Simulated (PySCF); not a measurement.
# C₆H₂FNOS: magnetic properties

Computed with PySCF 2.14.0 and routines of our own; the level stands in each step. Atoms count from 0.

## (1) The system as given

12 atoms, charge 0, multiplicity 1; geometry from: GFN2-xTB.

## (2) Magnetic properties: GIAO B3LYP/pcSseg-1

Job settings and geometry (Å):

```
{"job": {"kind": "mag", "xc": "B3LYP", "basis": "pcSseg-1", "isotopologues": 0}, "charge": 0, "multiplicity": 1}
N     -3.013169     2.154905    -0.244944
C     -2.196384     1.356999    -0.157979
C     -1.184002     0.380797    -0.052023
C     -1.432949    -0.968175     0.075396
S     -0.010772    -1.895005     0.180522
C      0.961628    -0.461186     0.052977
C      2.402378    -0.575317     0.080487
O      3.077684    -1.542611     0.182378
F      2.990309     0.654588    -0.032383
C      0.196988     0.672592    -0.064832
H     -2.395080    -1.442032     0.110354
H      0.604567     1.663759    -0.155980
```

With the program's defaults for keys left out, this is: GIAO B3LYP/pcSseg-1 magnetisability, rotational g tensor and spin-rotation constants, non-relativistic, gas phase.

Launch:

```
OMP_NUM_THREADS=1 python excited_run.py task.json out
```

This one command runs all jobs of the session in turn.

**Question.** How long does this first job take on 1 thread of Arm Neoverse V2, shared host, and how much memory does it need?

About 32 s, with a peak of 0.82 GiB.
